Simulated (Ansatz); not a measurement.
**OF2 (oxygen difluoride) at FCI/STO-3G**

What is the electronic atomisation energy of OF2 (oxygen difluoride) at FCI/STO-3G? 

The results are computed with Ansatz 0.2.0.

43 further runs of the same task are left out: 6 that didn't finish, 37 set aside as unsound or not needed.

**1. The structure to begin with**

OF2 has 3 atoms, charge 0, and is taken as a singlet. SMILES: `FOF`. The shape is that of a PBE0-D4/def2-TZVP optimisation.

Bond lengths: F1–O2 1.381 Å, O2–F3 1.381 Å. Angles: F1–O2–F3 103.9°.

**2. The energy at FCI/STO-3G**

in.yaml

```yaml
basis:
  gaussian:
    orbitals: STO-3G
crystal:
  periodic: [false, false, false]
  atoms:
    - {symbol: F, position_ang: [0.953290, -0.339960, 0.488270]}
    - {symbol: O, position_ang: [0.000520, 0.563910, 0.062040]}
    - {symbol: F, position_ang: [-0.953810, -0.223960, -0.550310]}
total_charge: 0
correlation:
  method: fci
  frozen_orbitals: {F: 1, O: 1}
accuracy: high
```

On the command line:

```bash
$ ansatz run in.yaml --threads 1 --pin off --max-ram 3480MiB --events-out events.jsonl --progress --plain --runs-dir runs
```

What it wrote:

```text
Warning: RAYON_NUM_THREADS=1 ignored (pool sized by the plan → 1); use --threads N
Functional definition: HF
  name "HF"
  exchange = exact_x
  correlation = 0
250 factors; integrals over basis functions are off by at most 4.6e-8 eV
mean field evaluation 1: about -7339.5421 eV, gradient 2.1e1 eV
mean field evaluation 2: about -7339.7340 eV, gradient 2.2e1 eV
mean field evaluation 4: about -7341.5120 eV, gradient 1.2e0 eV
mean field evaluation 8: about -7341.5203 eV, gradient 2.0e-4 eV
mean field -7341.52025678 eV, -269.7958931757 hartree, gradient 7.0e-9 eV, S^2 0.000000; 0 other end points of the search recorded, 0 dependent functions left out
3 core orbitals not correlated: weight in the atoms' cores, before any rotation towards them, 1.000 or more for the frozen orbitals, at most 0.000 for the correlated occupied ones
reference -7341.52025678 eV, -269.7958931757 hartree; 10, 10 occupied and 2, 2 virtual orbitals, 250 factors
state -7344.90263794 eV, -269.9201933906 hartree
Total energy: -7344.90263794 eV, -269.9201933906 hartree
```

Wall time 0.2 s (1 thread of Intel Xeon 6975P-C (Granite Rapids), shared host).

**3. The F atom**

in.yaml

```yaml
crystal:
  periodic: [false, false, false]
  atoms:
    - symbol: F
      position_ang: [0.000000, 0.000000, 0.000000]
basis:
  gaussian: {orbitals: STO-3G}
total_charge: 0
magnetization: {spin_polarized: true, initial_magnetization: 1}
correlation: {method: fci, frozen_orbitals: {F: 1}}
accuracy: high
```

On the command line:

```bash
$ ansatz run in.yaml --threads 1 --pin off --max-ram 3480MiB --events-out events.jsonl --progress --plain --runs-dir runs
```

What it wrote:

```text
Warning: RAYON_NUM_THREADS=1 ignored (pool sized by the plan → 1); use --threads N
Functional definition: HF
  name "HF"
  exchange = exact_x
  correlation = 0
15 factors; integrals over basis functions are off by at most 1.2e-9 eV
mean field evaluation 1: about -2666.3486 eV, gradient 1.8e-14 eV
mean field evaluation 2: about -2666.3486 eV, gradient 0.0e0 eV
mean field -2666.34863534 eV, -97.9865050328 hartree, gradient 0.0e0 eV, S^2 0.750000; 2 other end points of the search recorded, 0 dependent functions left out
mean field evaluation 4: about -2666.3486 eV, gradient 2.9e-12 eV
1 core orbitals not correlated: weight in the atoms' cores, before any rotation towards them, 1.000 or more for the frozen orbitals, at most 0.000 for the correlated occupied ones
reference -2666.34863534 eV, -97.9865050328 hartree; 4, 3 occupied and 0, 1 virtual orbitals, 15 factors
state -2666.34863534 eV, -97.9865050328 hartree
Total energy: -2666.34863534 eV, -97.9865050328 hartree
```

Run time: 0.04 s. Hardware: 1 thread of Intel Xeon 6975P-C (Granite Rapids), shared host.

**4. The O atom**

molecule.yaml

```yaml
crystal:
  periodic: [false, false, false]
  atoms:
    - symbol: O
      position_ang: [0.000000, 0.000000, 0.000000]
basis:
  gaussian:
    orbitals: STO-3G
magnetization:
  spin_polarized: true
  initial_magnetization: 2
correlation:
  method: fci
  frozen_orbitals: {O: 1}
accuracy: high
```

Run the same way, it converges to -73.80415 Eh (log not shown).

**5. Summary of results**

Level: FCI/STO-3G, 3 core orbitals frozen.

| quantity | value |
| --- | --- |
| molecule: total energy | -269.92019 Eh |
| molecule: correlation energy (3 core orbitals frozen) | -124.3 mEh |
| F atom: total energy | -97.98651 Eh |
| F atom: correlation energy (1 core orbital frozen) | 0.0 mEh |
| O atom: total energy | -73.80415 Eh |
| O atom: correlation energy (1 core orbital frozen) | 0.0 mEh |
| electronic atomisation energy | 3.892 eV |

**Reading.** Taking the molecule apart into free atoms costs 3.89 eV (376 kJ/mol), before zero-point energy and without spin-orbit coupling. In a minimal basis such a difference can be off by several eV, whatever the method.
